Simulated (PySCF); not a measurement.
**C₆H₁₂O₂: NMR shifts at several levels of theory, part 1 of 2**

How much do the NMR shifts of C₆H₁₂O₂ (`CCC1(CO)COC1`) depend on the level of theory, and what does each level cost?

Programs: PySCF 2.14.0, with density-fitted response routines of our own. Each step states its level of theory. These are calculated values for one molecule in the gas phase, unless marked as measured. Atoms are numbered from 0 throughout.

### Step 1. Starting geometry

20 atoms, charge 0, multiplicity 1; geometry from: GFN2-xTB.

Bonds of the start (Å): C0–C1 1.53, C1–C2 1.53, C2–C3 1.53, C3–O4 1.41, C2–C5 1.54, C5–O6 1.43, O6–C7 1.43, C7–C2 1.54, C0–H8 1.09, C0–H9 1.09, C0–H10 1.09, C1–H11 1.09, C1–H12 1.09, C3–H13 1.10, C3–H14 1.09, O4–H15 0.96, C5–H16 1.10, C5–H17 1.09, C7–H18 1.09, C7–H19 1.09.

### Step 2. Optimising the geometry at PBE0-D3(BJ)/def2-SVP

Job settings and geometry (Å):

```
{"job": {"xc": "PBE0", "basis": "def2-SVP", "d3": "d3bj", "grid": 1, "kind": "geom"}, "charge": 0, "multiplicity": 1}
C      2.433580     0.385790    -0.358850
C      1.330310     0.140640     0.665340
C     -0.034380    -0.111270     0.028100
C     -0.550330     1.104850    -0.748780
O     -0.588650     2.276780     0.026000
C     -1.091930    -0.720450     0.970340
O     -1.205780    -1.883280     0.150750
C     -0.180410    -1.437020    -0.738320
H      2.278790     1.329120    -0.874380
H      2.461790    -0.414520    -1.095090
H      3.398230     0.427600     0.140950
H      1.591960    -0.726540     1.276030
H      1.252640     1.007660     1.325250
H     -1.546830     0.874630    -1.153960
H      0.114290     1.324120    -1.586860
H     -1.164550     2.128310     0.784410
H     -2.043870    -0.183800     1.042250
H     -0.737920    -0.966030     1.976580
H      0.694070    -2.092550    -0.701140
H     -0.536940    -1.358110    -1.768870
```

The log of the run:

```text
step   0  E = -385.55124282  max force = 0.013197
step   1  E = -385.55273529  max force = 0.003296
step   2  E = -385.55285174  max force = 0.001019
step   3  E = -385.55288482  max force = 0.000675
step   4  E = -385.55290056  max force = 0.000760
step   5  E = -385.55292187  max force = 0.000693
step   6  E = -385.55293233  max force = 0.000444
optimisation converged
```

Wall time 58 s (8 threads of Intel Xeon Platinum 8259CL at 2.50GHz (Skylake/Cascade Lake), shared host).

The steps of the relaxation:

```csv
step,energy from step 0 (eV),largest force component (eV/Å)
0,0.0000,0.6786
1,-0.0406,0.1695
2,-0.0438,0.0524
3,-0.0447,0.0347
4,-0.0451,0.0391
5,-0.0457,0.0356
6,-0.0460,0.0228
```

Close pairs (by a distance rule), those that changed most:

```csv
bond,before (Å),after (Å),change (Å)
C0–H9,1.088,1.102,+0.014
C0–H8,1.086,1.100,+0.014
C0–H10,1.087,1.100,+0.013
C5–H16,1.095,1.107,+0.012
C7–H18,1.094,1.106,+0.012
C7–H19,1.093,1.105,+0.012
C5–H17,1.095,1.106,+0.011
C1–H11,1.092,1.103,+0.011
```

The final coordinates are the input of the step that follows.

```csv
at the end point,value
point group (found at 0.08 Å tolerance),C1
"rotational constants (GHz, main isotopes)","2.527, 1.792, 1.317"
dipole moment (D),0.73
```

### Step 3. Nuclear shieldings: PBE0/pcSseg-2

Job settings and geometry (Å):

```
{"job": {"kind": "nmr", "xc": "PBE0", "basis": "pcSseg-2", "pop": false}, "charge": 0, "multiplicity": 1}
C      2.437343     0.417814    -0.388737
C      1.355330     0.110044     0.633502
C     -0.027622    -0.118019     0.040140
C     -0.554844     1.091464    -0.723040
O     -0.548822     2.270836     0.032341
C     -1.064415    -0.723733     1.008161
O     -1.273417    -1.849488     0.167145
C     -0.246533    -1.435363    -0.727619
H      2.255744     1.376285    -0.897013
H      2.499333    -0.366844    -1.160384
H      3.424620     0.484560     0.091346
H      1.633037    -0.787696     1.211430
H      1.284382     0.937777     1.358723
H     -1.565145     0.852336    -1.112244
H      0.082083     1.279239    -1.602412
H     -1.176783     2.167617     0.755085
H     -1.990943    -0.138192     1.166286
H     -0.660725    -1.004863     1.998416
H      0.619984    -2.122114    -0.724011
H     -0.608537    -1.335729    -1.767363
```

With the program's defaults for keys left out, this is: GIAO PBE0/pcSseg-2 NMR shielding, non-relativistic, gas phase.

The log of the run:

```text
coarse grid: 16128 points
cycle   1  E = -385.8332528103  dE =  1.007e+00  |g| = 8.406e-01  |ddm| = 2.940e+00
cycle   2  E = -385.6656956084  dE =  1.676e-01  |g| = 1.280e+00  |ddm| = 2.593e+00
cycle   3  E = -385.9655416980  dE = -2.998e-01  |g| = 1.066e-01  |ddm| = 1.876e+00
cycle   4  E = -385.9672150635  dE = -1.673e-03  |g| = 5.228e-02  |ddm| = 1.081e-01
cycle   5  E = -385.9678206681  dE = -6.056e-04  |g| = 1.123e-02  |ddm| = 5.309e-02
cycle   6  E = -385.9678404454  dE = -1.978e-05  |g| = 4.660e-03  |ddm| = 1.423e-02
cycle   7  E = -385.9678445597  dE = -4.114e-06  |g| = 5.731e-04  |ddm| = 4.955e-03
final grid: 154128 points
cycle   8  E = -385.9680054162  dE = -1.773e-04  |g| = 1.264e-02  |ddm| = 1.168e-01
cycle   9  E = -385.9679718166  dE =  3.360e-05  |g| = 1.847e-02  |ddm| = 2.444e-02
cycle  10  E = -385.9680376529  dE = -6.584e-05  |g| = 1.795e-03  |ddm| = 1.499e-02
cycle  11  E = -385.9680382652  dE = -6.124e-07  |g| = 4.526e-04  |ddm| = 2.314e-03
cycle  12  E = -385.9680383054  dE = -4.015e-08  |g| = 1.237e-04  |ddm| = 5.811e-04
cycle  13  E = -385.9680383076  dE = -2.266e-09  |g| = 5.786e-05  |ddm| = 1.574e-04
cycle  14  E = -385.9680383082  dE = -5.986e-10  |g| = 6.401e-06  |ddm| = 5.262e-05
converged SCF energy = -385.9680383082

GIAO shielding tensors (ppm)
atom      isotropic    diamagn.    paramagn.     s11        s22        s33       span
  0 C      175.043     239.659     -64.616    167.228    172.717    185.183     17.955
  1 C      153.960     242.828     -88.868    136.601    155.295    169.984     33.383
  2 C      138.509     248.566    -110.056    127.374    137.448    150.705     23.331
  3 C      114.139     240.168    -126.029     81.760    105.202    155.454     73.695
  4 O      309.279     380.682     -71.403    282.001    297.055    348.780     66.778
  5 C       99.599     245.480    -145.881     77.152     82.436    139.209     62.057
  6 O      340.985     386.430     -45.445    292.396    344.850    385.709     93.313
  7 C      103.391     246.607    -143.217     80.274     81.637    148.261     67.988
  8 H       30.339      29.335       1.004     24.986     29.861     36.170     11.184
  9 H       30.794      29.713       1.081     26.353     29.563     36.465     10.112
 10 H       30.363      26.953       3.410     25.707     27.434     37.946     12.239
 11 H       29.630      31.688      -2.058     24.599     29.263     35.027     10.428
 12 H       29.281      31.014      -1.733     25.859     28.490     33.493      7.634
 13 H       27.252      31.206      -3.954     22.452     27.525     31.778      9.326
 14 H       27.628      30.859      -3.231     25.251     27.443     30.191      4.940
 15 H       31.053      32.321      -1.268     21.742     28.691     42.726     20.984
 16 H       26.988      31.848      -4.860     23.851     26.954     30.158      6.306
 17 H       27.024      31.245      -4.221     24.303     26.884     29.884      5.581
 18 H       26.879      31.444      -4.566     23.219     27.578     29.838      6.619
 19 H       27.314      31.238      -3.924     24.453     26.792     30.697      6.244
```

It took 1.7 min on 8 threads of Intel Xeon Platinum 8259CL at 2.50GHz (Skylake/Cascade Lake), shared host.

Shifts follow as δ = σ(reference) − σ, with reference shieldings (ppm) from runs at the same level and on the same kind of geometry: 1H TMS 31.25, 13C TMS 184.1, 17O H2O 328.2. The references are single molecules in the gas phase, so shifts against H2O, NH3, PH3, H3PO4 or CFCl3 are not on the usual liquid scales and can be off by tens of ppm. Atoms listed in one row are averaged.

```csv
atoms,environment,σ (ppm),δ (ppm)
"C5, C7",sp3 CH2 bonded to O,101.5,82.6
C3,sp3 CH2 bonded to O,114.1,70.0
C2,quaternary sp3 carbon in a ring,138.5,45.6
C1,sp3 CH2,154.0,30.2
C0,methyl carbon,175.0,9.1
"H17, H18",hydrogen on an sp3 CH2 bonded to O,26.95,4.29
"H16, H19",hydrogen on an sp3 CH2 bonded to O,27.15,4.09
"H13, H14",hydrogen on an sp3 CH2 bonded to O,27.44,3.81
"H11, H12",hydrogen on an sp3 CH2,29.46,1.79
"H8, H9, H10",hydrogen on a methyl carbon,30.50,0.75
H15,hydrogen on an alcohol oxygen,31.05,0.19
O4,alcohol oxygen,309.3,18.9
O6,ether oxygen,341.0,-12.8
```

Ring of atoms C2, C5, O6, C7: NICS(0) -0.4, NICS(1) 1.8, NICS(1)zz 4.5 ppm (means of both faces).

### Step 4. Nuclear shieldings: PBE/pcSseg-2

The job, as its differences from that of step 3:

```diff
@@ -1,2 +1,2 @@
-{"job": {"kind": "nmr", "xc": "PBE0", "basis": "pcSseg-2", "pop": false}, "charge": 0, "multiplicity": 1}
+{"job": {"kind": "nmr", "xc": "PBE", "basis": "pcSseg-2", "pop": false}, "charge": 0, "multiplicity": 1}
 C      2.437343     0.417814    -0.388737
```

Method: GIAO PBE/pcSseg-2 NMR shielding, non-relativistic, gas phase.

The log of the run:

```text
coarse grid: 16128 points
cycle   1  E = -385.7253860665  dE =  8.062e-01  |g| = 1.010e+00  |ddm| = 2.952e+00
cycle   2  E = -385.0761984642  dE =  6.492e-01  |g| = 2.055e+00  |ddm| = 6.528e+00
cycle   3  E = -385.9206895765  dE = -8.445e-01  |g| = 2.346e-01  |ddm| = 5.800e+00
cycle   4  E = -385.9292532767  dE = -8.564e-03  |g| = 1.147e-01  |ddm| = 2.626e-01
cycle   5  E = -385.9321216292  dE = -2.868e-03  |g| = 2.884e-02  |ddm| = 1.197e-01
cycle   6  E = -385.9322414189  dE = -1.198e-04  |g| = 1.501e-02  |ddm| = 4.707e-02
cycle   7  E = -385.9322846938  dE = -4.327e-05  |g| = 2.062e-03  |ddm| = 1.819e-02
cycle   8  E = -385.9322852390  dE = -5.451e-07  |g| = 1.136e-03  |ddm| = 2.815e-03
final grid: 154128 points
cycle   9  E = -385.9355314887  dE = -2.569e-04  |g| = 2.102e-02  |ddm| = 1.632e-01
cycle  10  E = -385.9352845958  dE =  2.469e-04  |g| = 4.150e-02  |ddm| = 4.521e-02
cycle  11  E = -385.9356169993  dE = -3.324e-04  |g| = 4.788e-03  |ddm| = 3.594e-02
cycle  12  E = -385.9356216381  dE = -4.639e-06  |g| = 8.732e-04  |ddm| = 6.975e-03
cycle  13  E = -385.9356217914  dE = -1.534e-07  |g| = 2.615e-04  |ddm| = 1.436e-03
cycle  14  E = -385.9356218006  dE = -9.205e-09  |g| = 1.410e-04  |ddm| = 4.031e-04
cycle  15  E = -385.9356218042  dE = -3.549e-09  |g| = 2.159e-05  |ddm| = 1.608e-04
cycle  16  E = -385.9356218043  dE = -7.526e-11  |g| = 8.944e-06  |ddm| = 2.701e-05
converged SCF energy = -385.9356218043

GIAO shielding tensors (ppm)
atom      isotropic    diamagn.    paramagn.     s11        s22        s33       span
  0 C      170.591     239.808     -69.216    162.344    167.925    181.505     19.161
  1 C      147.529     242.739     -95.210    129.036    148.954    164.597     35.561
  2 C      131.692     247.482    -115.789    120.425    130.794    143.858     23.432
  3 C      106.340     240.004    -133.664     71.940     97.092    149.988     78.048
  4 O      300.274     380.371     -80.097    273.707    290.036    337.079     63.372
  5 C       91.470     245.300    -153.830     66.858     75.250    132.303     65.444
  6 O      330.130     387.037     -56.907    280.295    334.268    375.828     95.533
  7 C       95.548     246.477    -150.929     70.714     73.951    141.979     71.265
  8 H       30.285      29.294       0.991     25.119     29.841     35.895     10.776
  9 H       30.714      29.686       1.028     26.464     29.516     36.162      9.698
 10 H       30.302      27.244       3.057     25.812     27.537     37.556     11.744
 11 H       29.511      31.692      -2.180     24.642     29.288     34.605      9.963
 12 H       29.079      30.992      -1.913     25.868     28.452     32.917      7.049
 13 H       26.990      31.069      -4.079     22.217     27.266     31.488      9.270
 14 H       27.418      30.691      -3.273     25.185     27.388     29.680      4.495
 15 H       31.055      32.385      -1.330     21.977     29.026     42.162     20.185
 16 H       26.714      31.737      -5.024     23.675     26.770     29.696      6.022
 17 H       26.779      31.223      -4.444     24.110     26.802     29.426      5.317
 18 H       26.622      31.389      -4.767     23.015     27.400     29.451      6.435
 19 H       27.072      31.155      -4.083     24.279     26.699     30.236      5.957
```

Run time: 78 s. Hardware: 8 threads of Intel Xeon Platinum 8259CL at 2.50GHz (Skylake/Cascade Lake), shared host.

Key values: δ C5 85.9, C3 73.1, C2 47.7, C1 31.9, H17 4.48, H16 4.29 ppm (means over like atoms).

(Continued in part 2 of 2.)
